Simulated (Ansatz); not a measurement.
# Sr: pressure up to the limit of the methods

Aim: compress Sr (fcc type) step by step, far beyond the usual range, and follow pressure and electronic structure. Methods of the runs shown: LAPW, crystal datasets and norm-conserving. Companion runs by PAW are cited. Its runs: the reference run (LAPW); volume scaled by 1 (crystal datasets and norm-conserving); volume scaled by 0.92 (LAPW); volume scaled by 0.84 (LAPW); volume scaled by 0.76 (LAPW and crystal datasets); volume scaled by 0.68 (LAPW); volume scaled by 0.6 (LAPW and crystal datasets); volume scaled by 0.52 (LAPW); volume scaled by 0.45 (LAPW, crystal datasets and norm-conserving).

Program: Ansatz 0.2.0. Level of theory: DFT PBE, with the methods named in each step. These are calculated values, not measurements.

## 1. Starting point

The structure is cubic, space group Fm-3m (No. 225). The conventional cell has a = 6.038 Å, b = 6.038 Å, c = 6.038 Å, α = 90.00°, β = 90.00°, γ = 90.00°. Around Sr (site symmetry m-3m) lie 12 Sr at 4.27 Å.

As a file:

```xyz
1
Lattice="0.0000 3.0191 3.0191 3.0191 0.0000 3.0191 3.0191 3.0191 0.0000" Properties=species:S:1:pos:R:3 pbc="T T T"
Sr    0.0000    0.0000    0.0000
```

Whether this phase is the stable one at these pressures isn't tested.

## 2. The reference volume, LAPW

File input.yaml:

```yaml
crystal:
  lattice:
    - [0.0, 3.0191369257, 3.0191369257]
    - [3.0191369257, 0.0, 3.0191369257]
    - [3.0191369257, 3.0191369257, 0.0]
  atoms:
    - { symbol: Sr, position: [0.0, 0.0, 0.0] }
kpoints:
  mp_grid: { grid: [12, 12, 12] }
  band_path:
    path:
      - [0.0, 0.0, 0.0]
      - [0.5, 0.0, 0.5]
      - [0.625, 0.25, 0.625]
      - [0.375, 0.375, 0.75]
      - [0.0, 0.0, 0.0]
      - [0.5, 0.5, 0.5]
      - [0.5, 0.25, 0.75]
      - [0.5, 0.0, 0.5]
    npoints: 14
scf:
  occupations: { method: fermi_dirac, width: 0.08 }
hamiltonian:
  xc: pbe
  pseudopotentials: { kind: all_electron, lapw: { basis_error: 0.001 } }
output:
  forces: true
  stress: true
  eigenvalues: true
  populations: true
  dos: { projected: true, de: 0.2, e_range: [-14, 8] }
```

The run is started by

```bash
$ ansatz run input.yaml --threads 1 --pin off --max-ram 2048MiB --backend cpu --events-out ev --progress --plain --runs-dir out
```

## 3. Volume scaled by 1, crystal datasets

File input.yaml:

```yaml
crystal:
  lattice:
    - [0.0, 3.0191369257, 3.0191369257]
    - [3.0191369257, 0.0, 3.0191369257]
    - [3.0191369257, 3.0191369257, 0.0]
  atoms:
    - { symbol: Sr, position: [0.0, 0.0, 0.0] }
kpoints:
  mp_grid: { grid: [12, 12, 12] }
scf:
  occupations: { method: fermi_dirac, width: 0.08 }
hamiltonian:
  xc: pbe
  pseudopotentials: { kind: all_electron, datasets: crystal }
output:
  forces: true
  stress: true
  eigenvalues: true
```

## 4. Volume scaled by 1, norm-conserving

Edit input.yaml of step 3 so:

```diff
@@ -13,3 +13,3 @@
   xc: pbe
-  pseudopotentials: { kind: all_electron, datasets: crystal }
+  pseudopotentials: { kind: nc }
 output:
```

## 5. Volume scaled by 0.92, LAPW

File input.yaml:

```yaml
crystal:
  lattice:
    - [0.0, 2.9363788388, 2.9363788388]
    - [2.9363788388, 0.0, 2.9363788388]
    - [2.9363788388, 2.9363788388, 0.0]
  atoms:
    - { symbol: Sr, position: [0.0, 0.0, 0.0] }
kpoints:
  mp_grid: { grid: [12, 12, 12] }
scf:
  occupations: { method: fermi_dirac, width: 0.08 }
hamiltonian:
  xc: pbe
  pseudopotentials: { kind: all_electron, lapw: { basis_error: 0.001 } }
output:
  forces: true
  stress: true
  eigenvalues: true
  populations: true
```

## 6. Volume scaled by 0.84, LAPW

Edit input.yaml of step 5 so:

```diff
@@ -2,5 +2,5 @@
   lattice:
-    - [0.0, 2.9363788388, 2.9363788388]
-    - [2.9363788388, 0.0, 2.9363788388]
-    - [2.9363788388, 2.9363788388, 0.0]
+    - [0.0, 2.84867282, 2.84867282]
+    - [2.84867282, 0.0, 2.84867282]
+    - [2.84867282, 2.84867282, 0.0]
   atoms:
```

## 7. Volume scaled by 0.76, LAPW

Edit input.yaml of step 6 so:

```diff
@@ -2,5 +2,5 @@
   lattice:
-    - [0.0, 2.84867282, 2.84867282]
-    - [2.84867282, 0.0, 2.84867282]
-    - [2.84867282, 2.84867282, 0.0]
+    - [0.0, 2.755205567, 2.755205567]
+    - [2.755205567, 0.0, 2.755205567]
+    - [2.755205567, 2.755205567, 0.0]
   atoms:
```

## 8. Volume scaled by 0.76, crystal datasets

Edit input.yaml of step 7 so:

```diff
@@ -13,3 +13,3 @@
   xc: pbe
-  pseudopotentials: { kind: all_electron, lapw: { basis_error: 0.001 } }
+  pseudopotentials: { kind: all_electron, datasets: crystal }
 output:
@@ -18,2 +18 @@
   eigenvalues: true
-  populations: true
```

## 9. Volume scaled by 0.68, LAPW

File input.yaml:

```yaml
crystal:
  lattice:
    - [0.0, 2.6549261638, 2.6549261638]
    - [2.6549261638, 0.0, 2.6549261638]
    - [2.6549261638, 2.6549261638, 0.0]
  atoms:
    - { symbol: Sr, position: [0.0, 0.0, 0.0] }
kpoints:
  mp_grid: { grid: [12, 12, 12] }
scf:
  occupations: { method: fermi_dirac, width: 0.08 }
hamiltonian:
  xc: pbe
  pseudopotentials: { kind: all_electron, lapw: { basis_error: 0.001 } }
output:
  forces: true
  stress: true
  eigenvalues: true
  populations: true
```

## 10. Volume scaled by 0.6, LAPW

Edit input.yaml of step 9 so:

```diff
@@ -2,5 +2,5 @@
   lattice:
-    - [0.0, 2.6549261638, 2.6549261638]
-    - [2.6549261638, 0.0, 2.6549261638]
-    - [2.6549261638, 2.6549261638, 0.0]
+    - [0.0, 2.5464387042, 2.5464387042]
+    - [2.5464387042, 0.0, 2.5464387042]
+    - [2.5464387042, 2.5464387042, 0.0]
   atoms:
```

## 11. Volume scaled by 0.6, crystal datasets

Edit input.yaml of step 10 so:

```diff
@@ -13,3 +13,3 @@
   xc: pbe
-  pseudopotentials: { kind: all_electron, lapw: { basis_error: 0.001 } }
+  pseudopotentials: { kind: all_electron, datasets: crystal }
 output:
@@ -18,2 +18 @@
   eigenvalues: true
-  populations: true
```

## 12. Volume scaled by 0.52, LAPW

File input.yaml:

```yaml
crystal:
  lattice:
    - [0.0, 2.4278243212, 2.4278243212]
    - [2.4278243212, 0.0, 2.4278243212]
    - [2.4278243212, 2.4278243212, 0.0]
  atoms:
    - { symbol: Sr, position: [0.0, 0.0, 0.0] }
kpoints:
  mp_grid: { grid: [12, 12, 12] }
scf:
  occupations: { method: fermi_dirac, width: 0.08 }
hamiltonian:
  xc: pbe
  pseudopotentials: { kind: all_electron, lapw: { basis_error: 0.001 } }
output:
  forces: true
  stress: true
  eigenvalues: true
  populations: true
```

## 13. Volume scaled by 0.45, LAPW

File input.yaml:

```yaml
crystal:
  lattice:
    - [0.0, 2.3135931038, 2.3135931038]
    - [2.3135931038, 0.0, 2.3135931038]
    - [2.3135931038, 2.3135931038, 0.0]
  atoms:
    - { symbol: Sr, position: [0.0, 0.0, 0.0] }
kpoints:
  mp_grid: { grid: [12, 12, 12] }
  band_path:
    path:
      - [0.0, 0.0, 0.0]
      - [0.5, 0.0, 0.5]
      - [0.625, 0.25, 0.625]
      - [0.375, 0.375, 0.75]
      - [0.0, 0.0, 0.0]
      - [0.5, 0.5, 0.5]
      - [0.5, 0.25, 0.75]
      - [0.5, 0.0, 0.5]
    npoints: 8
scf:
  occupations: { method: fermi_dirac, width: 0.08 }
hamiltonian:
  xc: pbe
  pseudopotentials: { kind: all_electron, lapw: { basis_error: 0.001 } }
output:
  forces: true
  stress: true
  eigenvalues: true
  populations: true
  dos: { projected: true, de: 0.2, e_range: [-14, 8] }
```

## 14. Volume scaled by 0.45, crystal datasets

File input.yaml:

```yaml
crystal:
  lattice:
    - [0.0, 2.3135931038, 2.3135931038]
    - [2.3135931038, 0.0, 2.3135931038]
    - [2.3135931038, 2.3135931038, 0.0]
  atoms:
    - { symbol: Sr, position: [0.0, 0.0, 0.0] }
kpoints:
  mp_grid: { grid: [12, 12, 12] }
scf:
  occupations: { method: fermi_dirac, width: 0.08 }
hamiltonian:
  xc: pbe
  pseudopotentials: { kind: all_electron, datasets: crystal }
output:
  forces: true
  stress: true
  eigenvalues: true
```

## 15. Volume scaled by 0.45, norm-conserving

Edit input.yaml of step 14 so:

```diff
@@ -13,3 +13,3 @@
   xc: pbe
-  pseudopotentials: { kind: all_electron, datasets: crystal }
+  pseudopotentials: { kind: nc }
 output:
```

(Steps that only read results are left out.)

Q: Predict the outcome of this session. Wanted: LAPW pressure at 0.45 of the volume; PAW pressure at 0.45 of the volume; PAW; crystal datasets pressure at 0.45 of the volume; norm-conserving pressure at 0.45 of the volume; fitted bulk modulus at zero pressure.

**Answer**, as computed:

| quantity | value |
| --- | --- |
| LAPW pressure at 0.45 of the volume | 28.7 GPa |
| PAW pressure at 0.45 of the volume | 28.7 GPa |
| PAW (core large) pressure at 0.45 of the volume | 28.7 GPa |
| crystal datasets pressure at 0.45 of the volume | 28.7 GPa |
| norm-conserving pressure at 0.45 of the volume | 28.8 GPa |
| fitted bulk modulus at zero pressure (LAPW) | 11.6 GPa |
| its pressure derivative | 3.28 |

**Reading.** At 0.45 of the starting volume LAPW gives 29 GPa. One third-order Birch-Murnaghan curve follows these points (B₀ = 11.6 GPa, B′ = 3.28, misfit at most 0.13 GPa). A fit over so wide a range leans to the high pressures, so B₀ can be off by several per cent. Where LAPW's pressure is over 3 GPa, PAW's departs from it by at most 0.1 %, at 0.76 of the volume. The ions are at rest, and the electrons smeared by 0.08 eV.
